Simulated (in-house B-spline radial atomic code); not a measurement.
**Cl⁵⁺: ionisation energy by several methods**

An exercise on one series of results from a longer session: the logs are not shown, and one member is left open.

Program: in-house B-spline radial atomic code version 1. Level of theory: non-relativistic, several functionals, spin-polarised, exact exchange averaged over the configuration; spherical all-electron atom at the radial basis limit. These are calculated values, not measurements, unless marked.

## The system

| Quantity | Value |
| --- | --- |
| element | chlorine (Z = 17) |
| charge | +5 |
| electrons | 12 |
| configuration | [Ne] 3s2 |
| nucleus | point |

The outer shells:

[Ne] 3s2
```
[Ne] core
3s [↑↓]
```

Where spins are not typed, each open shell is filled with up spins first.

The first run:

Settings, as recorded:

```ini
Z = 17
electrons = 12.0
configuration = [Ne] 3s2
hamiltonian = nr
method = b97_1
spin_polarised = True
exact_exchange = averaged over the configuration
```

On the command line:

```console
$ python run_scf.py task.json out
```

task.json lists these runs, among others, and the program works through them in turn.

Steps of the session up to this table: B97-1, a global hybrid; B3LYP, a global hybrid; HSE06, a range-separated hybrid; CAM-B3LYP, a range-separated hybrid; TPSSh, a global hybrid.

One table of the session follows, with a row left open; its other results are not shown here.

```
   method  ΔSCF (eV)
    B97-1     96.680
    B3LYP          ?
    TPSSh     96.181
    HSE06     96.369
CAM-B3LYP     96.689
```

Q: Estimate the row for B3LYP from the others.

The run gave: ΔSCF (eV): 96.692. In the column «ΔSCF (eV)» it is the highest.
